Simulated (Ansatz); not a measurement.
**CuNH2: a ladder of functionals and wavefunction methods**

One table from this session's results is given with a row withheld; the runs are named, their logs left out.

Method: functionals in def2-TZVPP, the program's frozen cores in correlated methods; program: Ansatz 0.2.0, Gaussian basis.

The runs, in order: LDA (SPW92), PBE-D4, revPBE-D4, BLYP-D4, r2SCAN-D4, B97M-V, PBE0-D4, B3LYP-D4, r2SCANh-D4, r2SCAN0-D4, HSE06-D4, BHLYP-D4, CAM-B3LYP-D4, LC-ωPBE, ωB97X-V, ωB97M-V, B2PLYP, PBE-QIDH; CCSD(T)/def2-SVP; CCSD(T)/def2-TZVPP; CCSD(T)/def2-QZVPP; extrapolation to the limit; RPA on PBE.

## Structure used throughout

All runs share one geometry, relaxed beforehand with PBE0-D4 in a triple-zeta def2 set.

SMILES `[NH2][Cu]`, 4 atoms, charge 0, spin multiplicity 1.

Atoms are counted from 1 here; the program's logs count them from 0.

Bond lengths: N1–Cu2 1.830 Å, N1–H3 1.019 Å, N1–H4 1.019 Å. Angles: Cu2–N1–H3 107.0°, Cu2–N1–H4 107.0°, H3–N1–H4 104.5°.

The first run:

File in.yaml:

```yaml
crystal:
  periodic: [false, false, false]
  atoms:
    - {symbol: N, position_ang: [-0.277274, 0.250886, 0.117513]}
    - {symbol: Cu, position_ang: [1.383590, -0.301574, 0.652607]}
    - {symbol: H, position_ang: [-0.862446, -0.581510, 0.055500]}
    - {symbol: H, position_ang: [-0.188369, 0.571898, -0.845920]}
basis:
  gaussian: {orbitals: def2-TZVPP}
hamiltonian: {xc: lda}
output: {orbitals: {seedname: orbitals}}
```

Among the steps run: LDA; PBE-D4 (GGA); revPBE-D4 (GGA); BLYP-D4 (GGA); r2SCAN-D4 (meta-GGA); B97M-V (meta-GGA); PBE0-D4 (hybrid); B3LYP-D4 (hybrid); r2SCANh-D4 (hybrid); r2SCAN0-D4 (hybrid); HSE06-D4 (hybrid); BHLYP-D4 (hybrid); CAM-B3LYP-D4 (range-separated); LC-ωPBE-D4 (range-separated; the results give it without D4); ωB97X-V (range-separated); ωB97M-V (range-separated); B2PLYP (double hybrid); PBE-QIDH (double hybrid).

One table of the session follows, with a row left open; its other results are not shown here.

It belongs to the step «Orbital energies across the functionals». 

| functional | HOMO (eV) | LUMO (eV) | gap (eV) |
| --- | --- | --- | --- |
| LDA (SPW92) | -5.14 | -3.32 | 1.82 |
| PBE-D4 | -4.94 | -3.10 | 1.84 |
| revPBE-D4 | -4.86 | -2.99 | 1.87 |
| BLYP-D4 | -4.90 | -3.13 | 1.77 |
| r2SCAN-D4 | -5.06 | -2.84 | 2.23 |
| B97M-V | -5.12 | -3.05 | 2.07 |
| PBE0-D4 | -6.06 | -2.13 | 3.93 |
| B3LYP-D4 | -5.96 | -2.52 | 3.44 |
| r2SCANh-D4 | -5.52 | -2.47 | 3.05 |
| r2SCAN0-D4 | -6.17 | -1.96 | 4.21 |
| HSE06-D4 | -5.66 | -2.50 | 3.16 |
| BHLYP-D4 | -7.11 | -1.43 | 5.69 |
| CAM-B3LYP-D4 | -7.46 | -1.35 | 6.11 |
| LC-ωPBE | ? | ? | ? |
| ωB97X-V | -8.35 | -0.24 | 8.11 |
| ωB97M-V | -8.33 | -0.56 | 7.78 |

**Question.** Estimate the row for LC-ωPBE.

As computed: HOMO (eV): -8.67; LUMO (eV): -0.12; gap (eV): 8.55. In the column «HOMO (eV)» it is the lowest.
